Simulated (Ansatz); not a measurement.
# BrF2HSi: the cost of one run

Computed with Ansatz 0.2.0, Gaussian basis. Level: PBE0-D4/def2-TZVP structures, single points in def2-TZVPP, no counterpoise correction.

Levels: SPW92, PBE-D4, BLYP-D4, r2SCAN-D4, B97M-V, PBE0-D4, B3LYP-D4, r2SCAN0-D4, BHLYP-D4, CAM-B3LYP-D4, wB97X-V, wB97M-V, B2PLYP, PBE-QIDH, RPA on PBE, Hartree-Fock, MP2, CCSD, CCSD(T).

Correlated methods freeze the cores. Filled d shells of the heavier atoms are correlated. B3LYP uses VWN-RPA correlation. B2PLYP carries no dispersion term here.

94 further runs of the same task are left out: 94 set aside as unsound or not needed. Runs told in other sessions of the task aren't counted.

### 1 Where the work starts

The complex: 7 atoms, charge 0, spin multiplicity 1.

Atoms are counted from 1 here; the program's logs count them from 0.

Bond lengths: Si1–F3 1.574 Å, Si1–F4 1.575 Å, Si1–H5 1.465 Å, Si1–Br7 2.195 Å, Cl2–H6 1.283 Å. Angles: F3–Si1–F4 108.4°, F3–Si1–H5 110.1°, F3–Si1–Br7 108.6°, F4–Si1–H5 110.1°, F4–Si1–Br7 108.7°, H5–Si1–Br7 110.9°.

Geometry (Å):

```xyz
7
BrClF2H2Si
Si   -0.60343    0.38678   -0.90067
Cl    1.29944   -1.71249    2.20045
F     0.30657   -0.74908   -1.50124
F    -1.69246   -0.28406    0.01760
H    -1.24845    1.13945   -1.97978
H     1.29558   -0.48496    1.82823
Br    0.64275    1.70437    0.33551
```

Its parts: BrF₂HSi holds atoms 1, 3, 4, 5, 7; HCl holds atoms 2, 6. Each part counts its atoms afresh in its own runs.

### 2 Relaxing BrF₂HSi alone

Contents of relax-a/in.yaml:

```yaml
crystal:
  periodic: [false, false, false]
  atoms:
    - {symbol: Si, position_ang: [-0.603426, 0.386779, -0.900672]}
    - {symbol: F, position_ang: [0.306575, -0.749083, -1.501239]}
    - {symbol: F, position_ang: [-1.692464, -0.284061, 0.017600]}
    - {symbol: H, position_ang: [-1.248454, 1.139452, -1.979780]}
    - {symbol: Br, position_ang: [0.642750, 1.704371, 0.335511]}
basis:
  gaussian: {orbitals: def2-TZVP}
hamiltonian: {xc: pbe0, dispersion: d4}
relax: {f_tol: 0.005, max_steps: 200}
```

On the command line:

```console
$ ansatz run in.yaml --threads 8 --pin off --events-out ev --progress --plain --max-ram 19148MiB
```

**Question.** How long does this run take on 8 threads of Arm Neoverse V2, shared host?

About 6.5 s.
